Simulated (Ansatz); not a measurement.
# Zn: the cost of one run

Method: DFT PBEsol, scalar-relativistic, plane waves, PAW, in Ansatz 0.2.0.

22 further runs of the same task are left out: 22 set aside as unsound or not needed.

## 1. The structure to begin with

Symmetry: Im-3m, No. 229, cubic system. Conventional cell: a = 3.138 Å, b = 3.138 Å, c = 3.138 Å, α = 90.00°, β = 90.00°, γ = 90.00°. Zn (site symmetry m-3m) has 8 Zn at 2.72 Å as nearest neighbours.

Coordinates:

```
CELL_PARAMETERS angstrom
-1.56904 1.56904 1.56904
1.56904 -1.56904 1.56904
1.56904 1.56904 -1.56904
ATOMIC_POSITIONS crystal
Zn 0.00000 0.00000 0.00000
```

Source of the structure: the Materials Project (structure only).

## 5. Plan of the scan

The energy is mapped over volume and the cell's shape.

- volume per atom: 7 values from 13.182 to 15.475 Å³
- length along [111] over the lengths across it, relative to the cubic cell: 9 values from 0.452 to 2.211

Nothing else is relaxed (symmetry fixes all fractional coordinates). Energies count from the relaxed crystal. Points are written as (first, second).

(The set-up runs are not shown.)

## 6. The run at (15.475 Å³, 0.452)

The input, input.yaml:

```yaml
crystal:
  lattice:
    - [-2.4184678928, 1.6717334649, 1.6717334649]
    - [1.6717334649, -2.4184678928, 1.6717334649]
    - [1.6717334649, 1.6717334649, -2.4184678928]
  atoms:
    - { symbol: Zn, position: [0.0, 0.0, 0.0] }
basis:
  ecutwfc: 520.0
kpoints:
  mp_grid: { grid: [22, 22, 22] }
hamiltonian:
  xc: pbesol
scf:
  occupations: { method: gaussian, width: 0.15 }
output:
  forces: true
  stress: true
  eigenvalues: true
```

Launch:

```sh
> ansatz run input.yaml --threads 1 --pin off --max-ram 2048MiB --backend cpu --events-out ev --progress --plain --runs-dir out
```

What time and memory should one allow on 1 thread of AMD EPYC 9R14 (Zen 4), shared host?

About 7.3 s, with a peak of 0.57 GiB.
